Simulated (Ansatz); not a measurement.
Born–Oppenheimer molecular dynamics of a periodic cell of 26 atoms, CaPH5O6 (host CaPH5O6, host structure Cc). It starts from an unrelaxed structure (largest force component 2.06 eV/Å).

Method: DFT PBEsol, scalar-relativistic, plane waves, PAW in Ansatz. Settings: accuracy low, cutoff 420 eV, k mesh 2x2x2, fermi-dirac smearing 0.05 eV, no spin polarisation.

```
ensemble                      : NVE (velocity Verlet)
time step                     : 0.75 fs
steps asked                   : 120
starting velocities drawn for : 2400 K
seed                          : 834329
```

First frame:

```xyz
26
Lattice="3.1687 -7.5710 0.0000 3.1687 7.5710 0.0000 -2.7890 0.0000 5.0915" Properties=species:S:1:pos:R:3
Ca 2.661 -2.614 3.819
Ca 4.056 2.614 1.273
H 3.008 -2.574 0.665
H 1.614 2.574 3.211
H 2.810 7.406 0.542
H 1.415 -7.406 3.088
H 2.291 6.234 1.408
H 0.897 -6.234 3.954
H 1.878 0.156 2.554
H 3.272 -0.156 0.009
H 1.278 -1.016 1.804
H -0.117 1.016 4.350
P -0.619 -2.691 3.753
P 0.776 2.691 1.208
O 0.216 -2.006 4.950
O 1.611 2.006 2.404
O 0.455 -3.304 2.884
O 1.849 3.304 0.338
O 1.745 5.955 3.069
O 3.140 -5.955 0.523
O 1.631 3.829 4.355
O 3.026 -3.829 1.809
O 2.732 6.444 0.596
O 1.338 -6.444 3.142
O 1.903 -0.824 2.487
O 0.509 0.824 5.032
```

(1) What does the run give?

(2) What happens to the structure?

(3) How do temperature and energy run in time?

## Answers

(1) The run went to its last step.

```
steps done                                               : 120
time covered                                             : 90 fs
mean temperature over the second half                    : 1142 K
spread of the potential energy over the second half      : 13.8 meV per atom
mean potential energy of the second half above the start : 158.0 meV per atom
```

The conserved energy stayed within 3.4 meV per atom of its start (net change 1.3 meV per atom), so there is no drift, though single steps change it by up to 55 meV in the whole system, a sign of fast motions only just resolved. The temperature averaged 0.48 of the 2400 K drawn at the start: a run that starts near a minimum puts about half its kinetic energy into the potential. A run of 0.09 ps of so small a system gives no equilibrium averages. Limits of this set-up: coarse k mesh, low accuracy level.

(2) Mean squared displacements from the first frame to the last, about the centre of mass: Ca 0.26 Å², H 0.34 Å², P 0.05 Å², O 0.11 Å². The details hang on the random start.

(3) 
| time (fs) | T (K) | potential energy less start (eV) | conserved less start (meV/atom) |
| --- | --- | --- | --- |
| 0.0 | 2400 | 0.000 | 0.00 |
| 4.5 | 1568 | 2.757 | 2.67 |
| 9.0 | 1478 | 3.070 | 3.45 |
| 13.5 | 1218 | 3.882 | 2.40 |
| 18.0 | 1305 | 3.555 | 0.68 |
| 22.5 | 1158 | 4.059 | 1.71 |
| 27.0 | 1031 | 4.454 | 1.23 |
| 31.5 | 1134 | 4.122 | 1.16 |
| 36.0 | 945 | 4.754 | 1.99 |
| 40.5 | 1366 | 3.350 | 0.36 |
| 45.0 | 1233 | 3.793 | 0.87 |
| 49.5 | 955 | 4.737 | 2.60 |
| 54.0 | 1153 | 4.099 | 2.66 |
| 58.5 | 1110 | 4.218 | 1.94 |
| 63.0 | 1296 | 3.591 | 0.87 |
| 67.5 | 1085 | 4.310 | 2.39 |
| 72.0 | 1130 | 4.159 | 2.08 |
| 76.5 | 1038 | 4.436 | 1.38 |
| 81.0 | 1007 | 4.534 | 1.27 |
| 85.5 | 1147 | 4.093 | 1.70 |
| 90.0 | 1278 | 3.660 | 1.30 |

Time of the run: 12 min on 1 thread of Arm Neoverse V2 (shared host), peak memory 0.63 GiB.
